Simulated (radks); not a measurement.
# Valence configurations of Tc⁺

An exercise on one series of results from a longer session: the logs are not shown, and one member is left open.

The numbers are computed with radks (a radial shooting solver on a logarithmic mesh, Libxc functionals) version 1 (scalar-relativistic Kohn-Sham, LDA (Slater exchange, Perdew-Wang correlation), spin-unpolarised, spherical densities, point nucleus), except any that are marked as measured or tabulated.

**The atom as given**

```
element       : technetium (Z = 43)
charge        : +1
electrons     : 42
configuration : [Kr] 4d5 5s1
others tried  : 4d6; 4d4 5s1 5p1; 4d4 5s2; 4d4 5p2; 4d4.5 5s1.5; 4d4.5 5s0.5 5p1; 4d5.5 5s0.5; 4d5 5p1; 4d5.5 5p0.5
```

Outer shells as boxes (Hund's rule):

Tc⁺
```
[Kr] core
4d [↑ ][↑ ][↑ ][↑ ][↑ ]
5s [↑ ]
```

Set-up of the first run:

Settings of this run:

```text
Z 43
configuration [Kr] 4d5 5s1
relativity scalar-relativistic
functional lda,pw
spin unpolarised
nucleus point
c 137.035999084
```

Steps of the session up to this table: [Kr] 4d5 5s1.

One of the session's tables, all rows but one given; the rest of the session is left out.

It belongs to the step «[Kr] 4d5 5s1». From the orbitals of this run (lengths in bohr):

```
level     <r>  outermost maximum (interpolated)  90 % within  nodes
   2p  0.1304                             0.101        0.212      0
   3s  0.4162                             0.373        0.615      2
   3p       ?                                 ?            ?      ?
   3d  0.3993                             0.311        0.637      0
   4s   1.057                             0.947         1.54      3
   4p   1.171                              1.02         1.74      2
   4d   1.675                              1.27         2.68      1
   5s   3.006                              2.61         4.40      4
```

Q: Estimate the row for 3p from the others.

The run gave: <r>: 0.4169; outermost maximum (interpolated): 0.366; 90 % within: 0.630; nodes: 1. In the column «<r>» it lies between 3s (0.4162) and 4s (1.057).
